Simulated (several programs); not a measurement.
# What each method gives for CuF (h-MgO type)

CuF, h-MgO type, relaxed with r2SCAN in Ansatz, was computed with several methods. Space group P6_3/mmc (No. 194), hexagonal; a = 3.509 Å, c = 5.083 Å in the conventional setting, 13.55 Å³ an atom. Cu has 3 F at 2.03 Å; F has 3 Cu at 2.03 Å. No spin polarisation. The prototype was imposed, so other structures may be more stable.

Space group P6_3/mmc (No. 194). a = 3.509 Å, b = 3.509 Å, c = 5.083 Å, α = 90.00°, β = 90.00°, γ = 120.00°
```
atom  site  symmetry       x       y       z
  Cu    2c      -6m2  0.3333  0.6667  0.2500
   F    2d      -6m2  0.6667  0.3333  0.2500
```

Gaps and times are for a single point on this cell; volume and bulk modulus come from each method's own relaxation or energy curve at fixed shape, which is too stiff where a cell has free coordinates or axes. Times are rough, from shared hosts (Arm Neoverse V2), and each method has its own mesh and cell size. A double dagger marks a value from a curve with shape and coordinates held. The energy curve of PM7 (MOPAC) is jagged, so its SCF state, and with it the gap, is in doubt. PM6 (MOPAC), PM7 (MOPAC), GFN1-xTB (tblite), GFN2-xTB (tblite) treat a cluster of cells at its zone centre, which samples few k points: where these miss a band edge, the gap comes out too large for that reason alone. Gaps from k meshes are read at a limited set of points (mesh, symmetry points, PBE's band edges), so each method's own least gap may be somewhat smaller. xTB and the PM methods were fitted mostly to molecules, and can miss a solid's gap by electronvolts. Minimal bases can be far off for gaps. Times of the plane-wave ladder aren't listed, since it ran on unlike processors and cards. Curves at held shape can't give the bulk modulus of a layered or molecular crystal, so none is listed. d marks a direct gap, i an indirect one (no mark: not told apart), a dash a value that wasn't computed or didn't pass its checks.

| method | kind | gap (eV) | own volume (Å³/atom) | bulk modulus (GPa) | atoms computed | processor time |
| --- | --- | --- | --- | --- | --- | --- |
| PBEsol | semilocal | – | 13.45 | – | 4 | – |
| light PBE (260 eV and a coarse mesh) | light plane-wave | overlap 0.07 | – | – | 4 | 1.4 s |
| GFN1-xTB (tblite) | tight binding | 0.36 | 14.06‡ | – | cluster | 2.9 s |
| GFN2-xTB (tblite) | tight binding | 0.44 | 13.41‡ | – | cluster | 6.1 s |
| PBE/single zeta (GPAW) | small basis | overlap 0.05 | – | – | 4 | 6.3 s |
| PBE | semilocal | overlap 0.06 | 14.93 | – | 4 | – |
| PM7 (MOPAC) | semi-empirical | 0 | – | – | cluster | 7.7 s |
| LDA | semilocal | overlap 0.07 | 12.56 | – | 4 | – |
| r2SCAN | semilocal | overlap 0.04 | 13.55 | – | 4 | – |
| PBE/SZV (CP2K) | small basis | overlap 0.01 | – | – | 4 | 19 s |
| PM6 (MOPAC) | semi-empirical | 2.61 | – | – | cluster | 30 s |
| PBE/DZVP (CP2K) | small basis | overlap 0.02 | 14.63‡ | – | 4 | 61 s |
| PBE0 | hybrid | 1.39 d | – | – | 4 | – |
| HSE06 | hybrid | 0.64 d | 14.74 | – | 4 | – |

Against HSE06 (0.64 eV) and with closed or daggered gaps left aside, the nearest gap at the points sampled is that of GFN2-xTB (tblite) (-0.20 eV) and the farthest that of PM6 (MOPAC) (+1.97 eV). HSE06 is only a yardstick of convenience, and nearness to it can be luck.

Volumes against r2SCAN's: PBEsol -0.7 %, PBE +10.2 %, LDA -7.3 %, HSE06 +8.8 %.

With PBE and r2SCAN the bands overlap or touch, or nearly. Semilocal functionals can close a real gap, so this doesn't show a metal; small gaps of other methods may in turn close between the points read or with spin-orbit coupling, and the solid may be a semimetal.
